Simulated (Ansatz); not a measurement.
**C2H4BNS: up Jacob's ladder to CCSD(T)**

The task here is to estimate one member of a computed series from the others.

The runs use Ansatz 0.2.0, Gaussian basis; functionals in def2-TZVPP, the program's frozen cores in correlated methods.

Plan: LDA (SPW92), PBE-D4, revPBE-D4, BLYP-D4, r2SCAN-D4, B97M-V, PBE0-D4, B3LYP-D4, r2SCANh-D4, r2SCAN0-D4, HSE06-D4, BHLYP-D4, CAM-B3LYP-D4, LC-ωPBE, ωB97X-V, ωB97M-V, B2PLYP, PBE-QIDH; CCSD(T)/def2-SVP; CCSD(T)/def2-TZVPP; MP2/def2-QZVPP; extrapolation to the limit; RPA on PBE.

## The geometry

An earlier PBE0-D4 in a triple-zeta def2 set relaxation fixed the geometry.

SMILES `S/C=C1/BN1`, 9 atoms, charge 0, spin multiplicity 1.

Atoms are counted from 1 here; the program's logs count them from 0.

Bond lengths: S1–C2 1.763 Å, S1–H6 1.347 Å, C2–C3 1.327 Å, C2–H7 1.082 Å, C3–B4 1.512 Å, C3–N5 1.392 Å, B4–N5 1.369 Å, B4–H8 1.181 Å, N5–H9 1.007 Å. Angles: C2–S1–H6 98.9°, S1–C2–C3 120.9°, S1–C2–H7 118.7°, C3–C2–H7 120.2°, C2–C3–B4 166.9°, C2–C3–N5 137.1°, B4–C3–N5 56.1°, C3–B4–N5 57.5°, C3–B4–H8 158.4°, N5–B4–H8 144.1°, C3–N5–B4 66.4°, C3–N5–H9 135.4°, B4–N5–H9 158.2°.

Set-up of the first run:

Contents of in.yaml:

```yaml
crystal:
  periodic: [false, false, false]
  atoms:
    - {symbol: S, position_ang: [-0.892683, 1.053793, 1.814770]}
    - {symbol: C, position_ang: [0.448024, 0.826201, 0.693511]}
    - {symbol: C, position_ang: [0.426486, -0.150129, -0.204559]}
    - {symbol: B, position_ang: [0.723374, -1.154381, -1.295408]}
    - {symbol: N, position_ang: [-0.468435, -1.131470, -0.621459]}
    - {symbol: H, position_ang: [-1.409585, 2.182705, 1.293329]}
    - {symbol: H, position_ang: [1.330121, 1.442215, 0.806892]}
    - {symbol: H, position_ang: [1.332675, -1.706848, -2.142365]}
    - {symbol: H, position_ang: [-1.401376, -1.408287, -0.361813]}
basis:
  gaussian: {orbitals: def2-TZVPP}
hamiltonian: {xc: lda}
output: {orbitals: {seedname: orbitals}}
```

Started as:

```bash
$ ansatz run in.yaml --threads 2 --pin off --events-out ev --progress --plain --max-ram 4352MiB
```

Among the steps run: LDA; PBE-D4 (GGA); revPBE-D4 (GGA); BLYP-D4 (GGA); r2SCAN-D4 (meta-GGA); B97M-V (meta-GGA); B3LYP-D4 (hybrid); r2SCANh-D4 (hybrid); r2SCAN0-D4 (hybrid); HSE06-D4 (hybrid); BHLYP-D4 (hybrid); CAM-B3LYP-D4 (range-separated); LC-ωPBE (range-separated); ωB97X-V (range-separated); ωB97M-V (range-separated); B2PLYP (double hybrid); PBE-QIDH (double hybrid).

One table of the session follows, with a row left open; its other results are not shown here.

It belongs to the step «Orbital energies across the functionals». 

```
  functional  HOMO (eV)  gap (eV)
 LDA (SPW92)      -5.40      3.36
      PBE-D4      -5.24      3.45
   revPBE-D4      -5.18      3.48
     BLYP-D4      -5.07      3.43
   r2SCAN-D4          ?         ?
      B97M-V      -5.45      3.97
     PBE0-D4      -6.34      5.54
    B3LYP-D4      -6.11      5.09
  r2SCANh-D4      -5.83      4.69
  r2SCAN0-D4      -6.45      5.83
    HSE06-D4      -5.94      4.76
    BHLYP-D4      -7.27      7.51
CAM-B3LYP-D4      -7.61      7.94
     LC-ωPBE      -8.96     10.47
     ωB97X-V      -8.59     10.00
     ωB97M-V      -8.47      9.67
```

Estimate the missing values for r2SCAN-D4.

Worked estimate for «HOMO (eV)». Against the share of exact exchange, r2SCANh-D4 (0.1, -5.83), r2SCAN0-D4 (0.25, -6.45) give a slope of -4.13 per unit share; at 0 the line stands at -5.42.

The run gave: HOMO (eV): -5.42; gap (eV): 3.93. In «HOMO (eV)» the line misses by 0.00.
